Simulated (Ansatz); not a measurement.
# H₆N₃OV: small, medium and large basis sets

How large a basis does H₆N₃OV need? Two functionals are run in growing sets.

Computed with Ansatz 0.2.0, Gaussian basis. Level: one geometry, several basis sets.

The runs, in order: PBE0-D4/def2-SVP; ωB97M-V/def2-SVP; PBE0-D4/def2-QZVPP; ωB97M-V/def2-QZVPP; the functionals' def2-TZVPP values are taken from earlier runs.

**1. The relaxed structure**

All runs share one geometry, relaxed beforehand with PBE0-D4 in a triple-zeta def2 set.

SMILES `[NH2][V]([NH2])([NH2])=[O]`, 11 atoms, charge 0, spin multiplicity 1.

Atoms are counted from 1 here; the program's logs count them from 0.

Bond lengths: N1–V2 1.840 Å, N1–H6 1.009 Å, N1–H7 1.009 Å, V2–N3 1.840 Å, V2–N4 1.840 Å, V2–O5 1.560 Å, N3–H8 1.009 Å, N3–H9 1.009 Å, N4–H10 1.009 Å, N4–H11 1.009 Å. Angles: V2–N1–H6 123.2°, V2–N1–H7 123.2°, H6–N1–H7 111.1°, N1–V2–N3 109.6°, N1–V2–N4 109.6°, N1–V2–O5 109.3°, N3–V2–N4 109.6°, N3–V2–O5 109.3°, N4–V2–O5 109.3°, V2–N3–H8 123.2°, V2–N3–H9 123.2°, H8–N3–H9 111.1°, V2–N4–H10 123.2°, V2–N4–H11 123.2°, H10–N4–H11 111.1°.

**2. PBE0-D4 in def2-SVP**

Contents of in.yaml:

```yaml
crystal:
  periodic: [false, false, false]
  atoms:
    - {symbol: N, position_ang: [-1.450933, 0.951616, -0.090415]}
    - {symbol: V, position_ang: [0.248095, 0.299317, 0.179318]}
    - {symbol: N, position_ang: [0.179119, -1.156204, 1.302556]}
    - {symbol: N, position_ang: [0.980670, -0.199557, -1.432953]}
    - {symbol: O, position_ang: [1.131397, 1.410142, 0.826603]}
    - {symbol: H, position_ang: [-1.784360, 1.809754, 0.322049]}
    - {symbol: H, position_ang: [-2.035163, 0.669046, -0.863451]}
    - {symbol: H, position_ang: [0.795920, -1.273402, 2.092189]}
    - {symbol: H, position_ang: [-0.628406, -1.756755, 1.380021]}
    - {symbol: H, position_ang: [1.705455, 0.327461, -1.896245]}
    - {symbol: H, position_ang: [0.923608, -1.138417, -1.799072]}
basis:
  gaussian: {orbitals: def2-SVP}
hamiltonian: {xc: pbe0, dispersion: d4}
output: {orbitals: {seedname: orbitals}}
```

The runs that follow: ωB97M-V in def2-SVP; PBE0-D4 in def2-QZVPP; ωB97M-V in def2-QZVPP.

Before running them: what should the planned runs give, taken together? Wanted: PBE0-D4: double and triple zeta above quadruple; ωB97M-V: double and triple zeta above quadruple.

As calculated:

| quantity | value |
| --- | --- |
| PBE0-D4: double and triple zeta above quadruple | 12.49, 0.89 eV |
| ωB97M-V: double and triple zeta above quadruple | 12.69, 0.84 eV |

What this shows: PBE0-D4 gains 11.60 eV from double to triple zeta, then 0.89 eV more. Total energies overstate the basis error of differences, where much of it tends to cancel. The LUMO of ωB97M-V is positive and keeps falling with the basis (1.09 to 0.50 eV): an unbound level that the basis holds in place.
